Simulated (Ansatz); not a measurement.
# MnBr2 (P-3m1): which electronic and magnetic state is lowest

One table from this session's results is given with a row withheld; the runs are named, their logs left out.

The COD entry's cell or inner coordinates are ideal or old and differ from later refinements, so a difference from it is no clean test against experiment.

Program: Ansatz 0.2.0. Level of theory: DFT LDA+U (U_eff = 4.9 eV on Mn 3d), scalar-relativistic, plane waves, PAW. These are calculated values, not measurements.

2 further runs of the same task are left out: 2 set aside as unsound or not needed. Runs told in other sessions of the task aren't counted.

## The system as given

The structure is trigonal, space group P-3m1 (No. 164). The conventional cell has a = 3.826 Å, b = 3.826 Å, c = 6.171 Å, α = 90.00°, β = 90.00°, γ = 120.00°. Mn (site symmetry -3m) is surrounded by 6 Br at 2.67 Å. Br (site symmetry 3m) is surrounded by 3 Mn at 2.67 Å.

Coordinates:

```cif
data_structure
_symmetry_space_group_name_H-M 'P-3m1'
_symmetry_Int_Tables_number 164
_cell_length_a 3.8259
_cell_length_b 3.8259
_cell_length_c 6.1710
_cell_angle_alpha 90.000
_cell_angle_beta 90.000
_cell_angle_gamma 120.000
_cell_volume 78.23
loop_
_atom_site_label
_atom_site_type_symbol
_atom_site_symmetry_multiplicity
_atom_site_Wyckoff_symbol
_atom_site_fract_x
_atom_site_fract_y
_atom_site_fract_z
_atom_site_occupancy
Mn1 Mn 1 a 0.00000 0.00000 0.00000 1
Br1 Br 2 d 0.33333 0.66667 0.24343 1
```

Origin of the cell: volume kept, shape and atoms relaxed. At LDA+U (U_eff = 4.9 eV on Mn 3d), an earlier run found -0.38 GPa for this cell of 26.075 Å³/atom (8×8×4 mesh), gap on the mesh 3.21 eV, spin moments in the atoms' spheres Mn 4.53; Br 0.06 μB.

The first run:

Input file input.yaml:

```yaml
crystal:
  lattice:
    - [3.8258920574, 0.0, 0.0]
    - [-1.9129460287, 3.3133197139, 0.0]
    - [0.0, 0.0, 6.170953735]
  atoms:
    - { symbol: Mn, position: [0.0, 0.0, 0.0] }
    - { symbol: Br, position: [0.3333333333, 0.6666666667, 0.2434265097] }
    - { symbol: Br, position: [0.6666666667, 0.3333333333, 0.7565734903] }
basis:
  ecutwfc: 420
  ecutrho_ratio: 4
kpoints:
  mp_grid: { grid: [8, 8, 4] }
hamiltonian:
  xc: lda
  hubbard: { sites: [{ species: Mn, l: d, u_eff: 4.9 }] }
scf:
  occupations: { method: gaussian, width: 0.05 }
output:
  forces: true
  stress: true
  eigenvalues: true
  populations: true
  hubbard: { sites: [{ species: Mn, l: d }] }
```

On the command line:

```
$ ansatz run input.yaml --threads 4 --pin off --max-ram 9216MiB --backend cpu --events-out ev --progress --plain --runs-dir out
```

Steps of the session up to this table: No spin polarisation; Seeding on a coarse mesh: antiferromagnetic, doubled cell, propagation vector (0, 0, 1/2); Antiferromagnetic, doubled cell, propagation vector (0, 0, 1/2); Seeding on a coarse mesh: antiferromagnetic, doubled cell, propagation vector (0, 1/2, 0); Antiferromagnetic, doubled cell, propagation vector (0, 1/2, 0); Seeding on a coarse mesh: antiferromagnetic, doubled cell, propagation vector (0, 1/2, 1/2); Antiferromagnetic, doubled cell, propagation vector (0, 1/2, 1/2); Seeding on a coarse mesh: small parallel starting moments; Small parallel starting moments.

One of the session's tables, all rows but one given; the rest of the session is left out.

It belongs to the step «The magnetic starts side by side». 

| start | from the base state (meV/atom) | gap (eV) | pressure (GPa) |
| --- | --- | --- | --- |
| ferromagnetic | 0.0 | 3.21 | -0.38 |
| no spin polarisation | 1560.1 | metal | -9.54 |
| antiferromagnetic, doubled cell, propagation vector (0, 0, 1/2) | -0.3 | 3.50 | -0.40 |
| antiferromagnetic, doubled cell, propagation vector (0, 1/2, 0) | ? | ? | ? |
| antiferromagnetic, doubled cell, propagation vector (0, 1/2, 1/2) | 0.6 | 3.43 | -0.43 |
| small parallel starting moments | 0.0 | 3.21 | -0.38 |

Estimate the missing values for antiferromagnetic, doubled cell, propagation vector (0, 1/2, 0).

The run gave: from the base state (meV/atom): 0.5; gap (eV): 3.46; pressure (GPa): -0.44. In the column «from the base state (meV/atom)» it lies between small parallel starting moments (0.0) and antiferromagnetic, doubled cell, propagation vector (0, 1/2, 1/2) (0.6).

Propagation vectors are in units of the typed cell's reciprocal vectors.

To keep in mind: Warnings in the runs' records: stability check not made, filled band counts differ across k points.
